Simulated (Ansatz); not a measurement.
# Cl₂GaHO + H₂: a complex and its separated parts

The complex below is one end of an elementary step. How strongly is it bound against its free parts?

Computed with Ansatz 0.2.0, Gaussian basis. Level: PBE0-D4/def2-TZVP structures, single points in def2-TZVPP, no counterpoise correction.

Levels: SPW92, PBE-D4, BLYP-D4, r2SCAN-D4, B97M-V, PBE0-D4, B3LYP-D4, r2SCAN0-D4, BHLYP-D4, CAM-B3LYP-D4, wB97X-V, wB97M-V, B2PLYP, PBE-QIDH, RPA on PBE, Hartree-Fock, MP2, CCSD, CCSD(T).

Correlated methods freeze the cores. Filled d shells of the heavier atoms are correlated. B3LYP uses VWN-RPA correlation. B2PLYP carries no dispersion term here.

94 further runs of the same task are left out: 94 set aside as unsound or not needed. Runs told in other sessions of the task aren't counted.

## Step 1: Starting geometry

The complex: 7 atoms, charge 0, spin multiplicity 1.

Atoms are counted from 1 here; the program's logs count them from 0.

Bond lengths: Ga1–O2 1.767 Å, Ga1–Cl3 2.127 Å, Ga1–Cl4 2.112 Å, O2–H7 0.961 Å, H5–H6 0.751 Å. Angles: O2–Ga1–Cl3 120.7°, O2–Ga1–Cl4 118.8°, Cl3–Ga1–Cl4 120.3°, Ga1–O2–H7 112.8°.

As a file:

```mol
Cl2GaH3O
  3D, bonds by distance, orders not assigned

  7  5  0  0  0  0  0  0  0  0999 V2000
   -0.3406    0.6654   -0.2330 Ga  0  0
    1.4049    0.7265   -0.5030 O   0  0
   -1.6225   -0.3031   -1.6265 Cl  0  0
   -1.1511    1.7063    1.4165 Cl  0  0
    0.3709   -1.4183    1.1812 H   0  0
   -0.3352   -1.6474    1.0698 H   0  0
    1.6735    0.2706   -1.3050 H   0  0
  1  2  8  0
  1  3  8  0
  1  4  8  0
  2  7  8  0
  5  6  8  0
M  END
```

Its parts: Cl₂GaHO holds atoms 1, 2, 3, 4, 7; H₂ holds atoms 5, 6. Each part counts its atoms afresh in its own runs.

## Step 2: Relaxing Cl₂GaHO alone

The input, relax-a/in.yaml:

```yaml
crystal:
  periodic: [false, false, false]
  atoms:
    - {symbol: Ga, position_ang: [-0.340562, 0.665357, -0.232971]}
    - {symbol: O, position_ang: [1.404893, 0.726476, -0.502982]}
    - {symbol: Cl, position_ang: [-1.622521, -0.303059, -1.626506]}
    - {symbol: Cl, position_ang: [-1.151100, 1.706341, 1.416503]}
    - {symbol: H, position_ang: [1.673542, 0.270570, -1.304962]}
basis:
  gaussian: {orbitals: def2-TZVP}
hamiltonian: {xc: pbe0, dispersion: d4}
relax: {f_tol: 0.005, max_steps: 200}
```

On the command line:

```bash
$ ansatz run in.yaml --threads 4 --pin off --events-out ev --progress --plain --max-ram 9574MiB
```

Further steps of the session: Relaxing H₂ alone; SPW92/def2-TZVPP; PBE-D4/def2-TZVPP; BLYP-D4/def2-TZVPP; r2SCAN-D4/def2-TZVPP; B97M-V/def2-TZVPP; PBE0-D4/def2-TZVPP; B3LYP-D4/def2-TZVPP; r2SCAN0-D4/def2-TZVPP; BHLYP-D4/def2-TZVPP; CAM-B3LYP-D4/def2-TZVPP; wB97X-V/def2-TZVPP; wB97M-V/def2-TZVPP; B2PLYP/def2-TZVPP; PBE-QIDH/def2-TZVPP; RPA on PBE/def2-TZVPP; CCSD(T)/def2-TZVPP; Vibrations of Cl₂GaHO; Vibrations of H₂.

What does the calculation give? Wanted: complex less parts, CCSD(T)/def2-TZVPP; with zero-point energy; largest T1 diagnostic.

**Answer**, as computed:

| quantity | value |
| --- | --- |
| complex less parts, CCSD(T)/def2-TZVPP | -0.059 eV |
| with zero-point energy | +0.002 eV |
| largest T1 diagnostic | 0.012 |

What this shows: At CCSD(T) the complex lies 0.059 eV below its parts. The functionals run from PBE-QIDH, off by -0.001 eV, to SPW92, off by -0.094 eV, against CCSD(T). Mean unsigned error by rung: LDA 0.094, GGA 0.018, meta-GGA 0.008, hybrid 0.014, range-separated hybrid 0.011, double hybrid 0.018 eV. The double hybrids carry no dispersion term here, unlike the levels marked D4 or V. PBE-D4 gives a relative energy 0.011 eV too low, an error of 19 % of the reference. No counterpoise was applied, and triple zeta lacks some correlation, so the CCSD(T) reference has a basis error of its own, and close matches with it are partly luck.
